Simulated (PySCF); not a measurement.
# MoO2: relaxation and vibrations of the triplet

Aim: relax MoO2 as a triplet from a end-on start, check by its vibrations whether the end is a minimum, and collect its spectrum and constants.

Method: PBE0, basis Mo def2-TZVP with ECP28, O def2-TZVP, scalar-relativistic core potentials, no spin–orbit coupling, density fitting; program: PySCF 2.14.0.

## (1) Starting geometry

3 atoms, charge 0, spin multiplicity 3.

Bond lengths: Mo1–O2 2.070 Å, O2–O3 1.445 Å. Angles: Mo1–O2–O3 119.9°.

Z-matrix (Å, degrees; charge 0 multiplicity 3):
```
Mo
O  1 2.0703
O  2 1.4450 1 119.89
```

## (2) First SCF at the start

One driver script runs all steps and calls PySCF; scf.py shows how it sets up the SCF of each step. The optimiser is the driver's own. After this first run the driver tries any further starts and a stability analysis.

scf.py

```python
from pyscf import gto, scf, dft
mol = gto.M(atom='''
Mo     0.000000     0.000000     0.000000
O      0.000000     0.000000     2.070300
O      1.252800     0.000000     2.790300''',
    basis={'Mo': 'def2-TZVP', 'O': 'def2-TZVP'},
    ecp={'Mo': 'def2-TZVP'},
    charge=0, spin=2)
mf = dft.UKS(mol, xc='PBE0')
mf.grids.atom_grid = (50, 194)
aux = {'Mo': 'def2-universal-JKFIT', 'O': 'def2-universal-JKFIT'}
mf = mf.density_fit(auxbasis=aux)
mf.conv_tol = 1e-08
mf.diis_space = 10
mf.max_cycle = 60
mf.init_guess = 'minao'
mf.verbose = 4
mf.kernel()
```

The run is started by

```bash
OMP_NUM_THREADS=2 python axn.py task.json out
```

Log:

```text
init E= -211.849998895517
[... the frontier-level lines of each cycle are left out ...]
cycle= 1 E= -218.09868363175  delta_E= -6.25  |g|= 0.532  |ddm|=  2.6
cycle= 2 E= -213.865943575287  delta_E= 4.23  |g|=  2.4  |ddm|= 2.03
cycle= 3 E= -218.127702421602  delta_E= -4.26  |g|= 0.492  |ddm|= 1.91
cycle= 4 E= -218.019222053834  delta_E= 0.108  |g|= 0.738  |ddm|= 0.765
cycle= 5 E= -218.232142355587  delta_E= -0.213  |g|= 0.266  |ddm|= 0.271
cycle= 6 E= -218.26926118993  delta_E= -0.0371  |g|= 0.117  |ddm|= 0.208
cycle= 7 E= -218.276459166353  delta_E= -0.0072  |g|= 0.0889  |ddm|= 0.104
cycle= 8 E= -218.285129460458  delta_E= -0.00867  |g|= 0.0662  |ddm|= 0.148
cycle= 9 E= -218.293725250291  delta_E= -0.0086  |g|= 0.05  |ddm|= 0.178
cycle= 10 E= -218.304496892924  delta_E= -0.0108  |g|= 0.036  |ddm|= 0.285
cycle= 11 E= -218.308575788404  delta_E= -0.00408  |g|= 0.0372  |ddm|= 0.196
cycle= 12 E= -218.309980251306  delta_E= -0.0014  |g|= 0.0223  |ddm|= 0.169
cycle= 13 E= -218.310205059296  delta_E= -0.000225  |g|= 0.00758  |ddm|= 0.094
cycle= 14 E= -218.310299713219  delta_E= -9.47e-05  |g|= 0.0055  |ddm|= 0.0271
cycle= 15 E= -218.310462243502  delta_E= -0.000163  |g|= 0.00316  |ddm|= 0.0337
cycle= 16 E= -218.310509509445  delta_E= -4.73e-05  |g|= 0.00145  |ddm|= 0.0201
cycle= 17 E= -218.310524163779  delta_E= -1.47e-05  |g|= 0.00105  |ddm|= 0.0078
cycle= 18 E= -218.310540827961  delta_E= -1.67e-05  |g|= 0.000945  |ddm|= 0.00933
cycle= 19 E= -218.310556967359  delta_E= -1.61e-05  |g|= 0.000796  |ddm|= 0.0106
cycle= 20 E= -218.310579961725  delta_E= -2.3e-05  |g|= 0.000686  |ddm|= 0.0198
cycle= 21 E= -218.310590803008  delta_E= -1.08e-05  |g|= 0.000532  |ddm|= 0.0123
cycle= 22 E= -218.310601559549  delta_E= -1.08e-05  |g|= 0.000394  |ddm|= 0.0155
cycle= 23 E= -218.310608530956  delta_E= -6.97e-06  |g|= 0.000314  |ddm|= 0.0134
cycle= 24 E= -218.310614418066  delta_E= -5.89e-06  |g|= 0.000218  |ddm|= 0.017
cycle= 25 E= -218.31061665153  delta_E= -2.23e-06  |g|= 9.16e-05  |ddm|= 0.0126
cycle= 26 E= -218.310617087005  delta_E= -4.35e-07  |g|= 4.71e-05  |ddm|= 0.00702
cycle= 27 E= -218.310617106755  delta_E= -1.97e-08  |g|= 2.49e-05  |ddm|= 0.00122
cycle= 28 E= -218.310617109594  delta_E= -2.84e-09  |g|= 1.68e-05  |ddm|= 0.000401
Extra cycle  E= -218.310617109534  delta_E= 5.95e-11  |g|= 3.37e-05  |ddm|= 5.29e-05
converged SCF energy = -218.310617109534  <S^2> = 3.884892  2S+1 = 4.0668868
```

This step, with its further starts and checks, ran for 22 s (2 threads of Arm Neoverse V2, shared host).

The starts that the driver tried:

```
                      start  energy (Eh)
    the minimal-basis guess  -218.310617
a thermally smeared density  -218.267441
      a smeared PBE density  -218.302385
```

No lower solution of this spin turned up from the other starts or in the test of internal stability.

## (3) End-on start, triplet: relaxation

The program finds Cs symmetry in the start, which this walk keeps. The walk stops when the largest gradient is under 0.0003 Eh/bohr and the energy has settled too.

Edit scf.py of step 2 so:

```diff
@@ -3,3 +3,3 @@
-Mo     0.000000     0.000000     0.000000
-O      0.000000     0.000000     2.070300
-O      1.252800     0.000000     2.790300''',
+Mo    -0.154266     0.000000    -0.598520
+O     -0.154266     0.000000     1.471780
+O      1.098534     0.000000     2.191780''',
@@ -16 +15,0 @@
-mf.init_guess = 'minao'
```

Steps of the walk:

```csv
step,energy (Eh),change (kJ/mol),largest symmetric gradient (Eh/bohr)
0,-218.310617,0.00,0.07655
1,-218.332167,-56.58,0.03269
2,-218.335789,-66.09,0.01680
3,-218.336814,-68.78,0.01162
4,-218.337347,-70.18,0.00394
5,-218.337593,-70.83,0.00425
6,-218.338440,-73.05,0.01181
7,-218.341300,-80.56,0.03058
8,-218.344900,-90.01,0.05419
9,-218.354657,-115.63,0.04825
10,-218.360759,-131.65,0.03585
11,-218.361921,-134.70,0.01971
12,-218.362505,-136.23,0.00568
13,-218.362565,-136.39,0.00363
14,-218.362583,-136.44,0.00223
15,-218.362594,-136.47,0.00014
16,-218.362595,-136.47,0.00006
```

The walk took 80 s.

After 16 steps and 136.5 kJ/mol it ends at Cs: Mo–O 1.811 Å, Mo–O 1.920 Å, O–O 1.401 Å; Mo–O–O 63.9°, Mo–O–O 72.1°, O–Mo–O 44.0°.

## (4) Hessian and properties

On the finer grid the gradient is checked again; gradients at displacements of ±0.02 bohr then give force constants and infrared intensities.

Edit scf.py of step 3 so:

```diff
@@ -3,3 +3,3 @@
-Mo    -0.154266     0.000000    -0.598520
-O     -0.154266     0.000000     1.471780
-O      1.098534     0.000000     2.191780''',
+Mo    -0.015387     0.000000    -0.425702
+O     -0.648650     0.000000     1.386331
+O      0.742835     0.000000     1.219405''',
@@ -10 +10 @@
-mf.grids.atom_grid = (50, 194)
+mf.grids.atom_grid = (75, 302)
@@ -13 +13 @@
-mf.conv_tol = 1e-08
+mf.conv_tol = 1e-10
```

The driver hands on the density of the step before, so the log starts near convergence.

Log of the central SCF (cycles and frontier levels):

```text
init E= -218.36257535313
[... the frontier-level lines of each cycle are left out ...]
cycle= 1 E= -218.362575353881  delta_E= -7.51e-10  |g|= 2.04e-05  |ddm|= 6.41e-05
cycle= 2 E= -218.362575353851  delta_E= 3.02e-11  |g|= 6.03e-05  |ddm|= 8.92e-05
cycle= 3 E= -218.362575355871  delta_E= -2.02e-09  |g|= 1.29e-05  |ddm|= 4.4e-05
cycle= 4 E= -218.362575354481  delta_E= 1.39e-09  |g|= 1.47e-05  |ddm|= 7.02e-05
cycle= 5 E= -218.362575352538  delta_E= 1.94e-09  |g|= 5.52e-06  |ddm|= 0.000198
cycle= 6 E= -218.362575352705  delta_E= -1.67e-10  |g|= 5.41e-06  |ddm|= 2.3e-05
cycle= 7 E= -218.362575354366  delta_E= -1.66e-09  |g|= 4.68e-06  |ddm|= 0.000224
cycle= 8 E= -218.362575356349  delta_E= -1.98e-09  |g|= 4.01e-06  |ddm|= 0.000326
cycle= 9 E= -218.362575357215  delta_E= -8.66e-10  |g|= 3.59e-06  |ddm|= 0.00017
cycle= 10 E= -218.36257535852  delta_E= -1.31e-09  |g|= 3.05e-06  |ddm|= 0.000297
cycle= 11 E= -218.362575359199  delta_E= -6.79e-10  |g|= 2.67e-06  |ddm|= 0.000185
cycle= 12 E= -218.362575360744  delta_E= -1.54e-09  |g|= 1.34e-06  |ddm|= 0.000666
cycle= 13 E= -218.36257536091  delta_E= -1.66e-10  |g|= 1.06e-06  |ddm|= 0.000218
cycle= 14 E= -218.362575360922  delta_E= -1.17e-11  |g|= 9.82e-07  |ddm|= 2.2e-05
Extra cycle  E= -218.362575360923  delta_E= -7.39e-13  |g|= 2.62e-06  |ddm|= 4.14e-06
converged SCF energy = -218.362575360923  <S^2> = 2.0644347  2S+1 = 3.0426532
```

The whole step took 79 s.

Geometry: Cs; Mo–O 1.811 Å, Mo–O 1.920 Å, O–O 1.401 Å; Mo–O–O 63.9°, Mo–O–O 72.1°, O–Mo–O 44.0°.

Modes, for the most abundant isotopes:

```
symmetry  ω (cm⁻¹)  IR (km/mol)
      a'       483          136
      a'       619          0.1
      a'       999          218
```

All wavenumbers are real: a minimum.

Properties at this point:

```
Dipole moment                                                   : 3.93 D
Highest occupied level                                          : -5.12 eV
Lowest empty level                                              : -3.23 eV
Rotational constants                                            : 1.083, 0.2332, 0.1919 cm⁻¹
Zero-point energy                                               : 12.6 kJ/mol
Principal polarisabilities                                      : 66.9, 78.7, 94.7 bohr³
Atomisation energy without zero-point energy                    : 580 kJ/mol
Principal traceless quadrupole moments about the centre of mass : -4.63, 0.94, 3.69 D Å
Entropy at 298.15 K and 1 bar (electronic part: spin only)      : 280.1 J/(mol K)
Heat capacity Cp at 298.15 K                                    : 44.4 J/(mol K)
Enthalpy at 298.15 K above 0 K                                  : 11.03 kJ/mol
Rotational symmetry number                                      : 1
Spin squared ⟨S²⟩                                               : 2.064
```

Populations by atom (charges in e):

```tsv
atom	Mulliken	Löwdin	polar tensor	spin (Mulliken)	Mayer order to Mo1
Mo1	0.60	0.30	0.85	2.13	–
O2	-0.33	-0.19	-0.59	0.00	0.99
O3	-0.27	-0.11	-0.27	-0.13	1.30
```

Outer orbital energies (eV). α occupied: -13.57, -13.01, -12.88, -9.83, -8.02, -7.20, -6.32, -5.55; empty: -3.23, -2.61, -2.14, -0.13. β occupied: -31.32, -23.31, -13.35, -13.12, -12.86, -9.73, -7.82, -5.12; empty: -2.39, -2.33, -1.89, -1.65.

Mulliken populations on Mo1 (outside its core potential): s 2.90, p 6.13, d 4.34, f 0.03.

## (5) Results

```
                                          quantity                                                                              value
                                           minimum                                                                        triplet, Cs
                                          geometry  Mo–O 1.811 Å, Mo–O 1.920 Å, O–O 1.401 Å; Mo–O–O 63.9°, Mo–O–O 72.1°, O–Mo–O 44.0°
                                wavenumbers (cm⁻¹)                                                       483 (a'), 619 (a'), 999 (a')
                                     dipole moment                                                                             3.93 D
highest occupied, lowest empty level (either spin)                                                                    -5.12, -3.23 eV
                        polar-tensor charge of Mo1                                                                            +0.85 e
                                 zero-point energy                                                                        12.6 kJ/mol
                               entropy at 298.15 K                                                                    280.1 J/(mol K)
         atomisation energy (no zero-point energy)                                                                         580 kJ/mol
                                              ⟨S²⟩                                                                              2.064
```

The end-on start keeps its Cs symmetry and ends in a minimum. In the infrared the band at 999 cm⁻¹ (a') leads. Most of the spin sits on Mo1 (Mulliken spin 2.13, against 2 for the whole molecule). Only this shape and spin were tried, so other structures or states may lie lower. Open d and f shells are described by one determinant, and the ground state may have another occupation or spin.

The search up to here took 3 min.
